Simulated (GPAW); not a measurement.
The system is NiMoIrPdW.

```xyz
5
Lattice="-1.3700 1.3700 9.7165 1.3700 -1.3700 9.7165 1.3700 1.3700 -9.7165" Properties=species:S:1:pos:R:3 pbc="T T T"
Ni    0.0000    0.0000    3.8598
Mo    0.0000    0.0000   11.8389
Pd    0.0000    0.0000   15.4123
Ir    0.0000    0.0000    7.7623
W     0.0000    0.0000   19.3484
```

The cell was built by a generator and needn't be a form met in nature.

Base run:

| Item | Value |
| --- | --- |
| Program | GPAW 26.7.0 |
| Functional | LDA |
| Potentials or basis | the program's PAW data sets (release 1.2.1) made for this functional |
| Cutoff | 600 eV |
| Basis | pw |
| k mesh | 10 × 10 × 10 |
| Occupations | fermi-dirac, width 0.05 eV |
| Spin | collinear spin, ferromagnetic start |
| Starting moments | [1.0, 1.0, 0.0, 0.6, 0.0] μB |

Its results: pressure -15.2 GPa; net moment 0.00 μB per cell; largest force 0.297 eV/Å.

Question: The run is repeated on the same cell with these changes: functional from LDA to PBEsol; potentials or basis from the program's PAW data sets (release 1.2.1) made for this functional to PAW data sets generated in the run's folder for this functional. What comes out?

Answer: Pressure -9.1 GPa; net moment 0.00 μB per cell; largest force 0.137 eV/Å.

Caveats: the stock nickel data set gives pressures a few GPa off other programs.

Not every run made on this cell is shown here.
